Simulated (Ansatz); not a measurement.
Task: an active-space calculation of FGa, with Ansatz 0.2.0, Python API. Give the script and its output. Level of theory: Hartree-Fock, def2-SVP basis, multiplicity 1.

| atom | x (Å) | y (Å) | z (Å) |
| --- | --- | --- | --- |
| Ga | 0.0000 | 0.0000 | 0.0000 |
| F | 0.0000 | 0.0000 | 1.8200 |

`fga_cas.py`:
```python
"""Active-space calculation on FGa."""

import logging
import sys
import warnings

import ansatz as az

logging.basicConfig(stream=sys.stdout, format="[%(levelname)s] %(message)s")
logger = logging.getLogger("fga")
logger.setLevel(logging.INFO)


def main() -> None:
    warnings.simplefilter("ignore", az.DeckWarning)

    geometry_ang = [
        ("Ga", (0.0, 0.0, 0.0)),
        ("F", (0.0, 0.0, 1.82)),
    ]
    geometry = az.Crystal.molecule()
    for symbol, xyz in geometry_ang:
        geometry = geometry.atom(symbol, xyz)

    setup = (
        geometry.calculation()
        .basis(gaussian="def2-SVP")
        .correlation(active_electrons=2, active_orbitals=2)
    )
    for method in [None]:
        summary = (setup if method is None else setup.correlation(method)).run(threads=1, pin="off").report
        space = summary["configurations"]
        state = space["states"][0]
        print(method or "casscf", f"total {summary['free_energy_ev'] / 27.211386246:.6f} Ha, active-space state {state['energy']['hartree']:.6f} Ha, mean field {summary['reference_energy_ev'] / 27.211386246:.6f} Ha")
        print("  determinants", state["n_determinants"], " natural occupations", [round(n, 3) for n in space["natural_occupations"]])
    print("effectively unpaired electrons, sum of min(n, 2 - n):", round(sum(min(n, 2 - n) for n in space["natural_occupations"]), 3))


if __name__ == "__main__":
    main()
```

`python fga_cas.py` gives:
```text
casscf total -2022.425277 Ha, active-space state -2022.425277 Ha, mean field -2022.410412 Ha
  determinants 4  natural occupations [1.945, 0.055]
effectively unpaired electrons, sum of min(n, 2 - n): 0.11
```

Caveats:
- These settings explore the input space; basis and method may be short of convergence.
- The geometry is a force-field or estimated start, not a minimum of this method, and the basis set is short of its limit. The active space starts as a window about the frontier orbitals and is then optimised, not chosen by chemistry.
- The spin state was assumed, and another may lie lower.
- Timing: 1.5 s on 1 thread of Arm Neoverse V1, with other jobs on the host, peak memory 0.15 GiB.

(Lines on the test bed's own set-up are left out of the output.)
